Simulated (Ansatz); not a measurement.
# Pr3Br2: the cost of one run

Program: Ansatz 0.2.0. Level of theory: DFT PBE, scalar-relativistic, plane waves, PAW; 4f electrons in the core of a trivalent norm-conserving potential. These are calculated values, not measurements.

## Step 1: Starting point

Symmetry: Pm-3m, No. 221, cubic system. Conventional cell: a = 5.412 Å, b = 5.412 Å, c = 5.412 Å, α = 90.00°, β = 90.00°, γ = 90.00°. Pr (site symmetry 4/mmm) is surrounded by 6 Br at 2.71 to 3.83 Å and 8 Pr at 3.83 Å. Br (site symmetry m-3m) is surrounded by 12 Pr at 3.83 Å. Br (site symmetry m-3m) has 6 Pr at 2.71 Å in its first shell of neighbours.

Coordinates:

```
Pr Br
1.0
     5.41218    0.00000    0.00000
     0.00000    5.41218    0.00000
     0.00000    0.00000    5.41218
Pr Br
3 2
Cartesian
  2.7061 0.0000 0.0000
  0.0000 2.7061 0.0000
  0.0000 0.0000 2.7061
  2.7061 2.7061 2.7061
  0.0000 0.0000 0.0000
```

Recipe of the guess: species swapped into a database cell of Tl2F3 (Pm-3m, No. 221), with Br on the Tl sites and Pr on the F sites. The dimensions are guesses.

## Step 2: The guess as it stands, on a coarse mesh

File input.yaml:

```yaml
crystal:
  lattice:
    - [5.41218494, 0.0, 0.0]
    - [0.0, 5.41218494, 0.0]
    - [0.0, 0.0, 5.41218494]
  atoms:
    - { symbol: Pr, position: [0.5, 0.0, 0.0] }
    - { symbol: Pr, position: [0.0, 0.5, 0.0] }
    - { symbol: Pr, position: [0.0, 0.0, 0.5] }
    - { symbol: Br, position: [0.5, 0.5, 0.5] }
    - { symbol: Br, position: [0.0, 0.0, 0.0] }
basis:
  ecutwfc: 660
kpoints:
  mp_grid: { grid: [4, 4, 4] }
hamiltonian:
  xc: pbe
  pseudopotentials:
    kind: paw
    azcp: { Pr: "pseudopotentials/pbe/nc/lanthanide_3plus/Pr.nc.azcp" }
scf:
  occupations: { method: gaussian, width: 0.1 }
  lower_state_search: "off"
output:
  forces: true
  stress: true
  eigenvalues: true
```

On the command line:

```
$ ansatz run input.yaml --threads 1 --pin off --max-ram 2560MiB --backend cpu --events-out ev --progress --plain --runs-dir out
```

Q: Estimate wall time and peak memory on 1 thread of Arm Neoverse V1, shared host.

About 5.7 s, with a peak of 0.41 GiB.
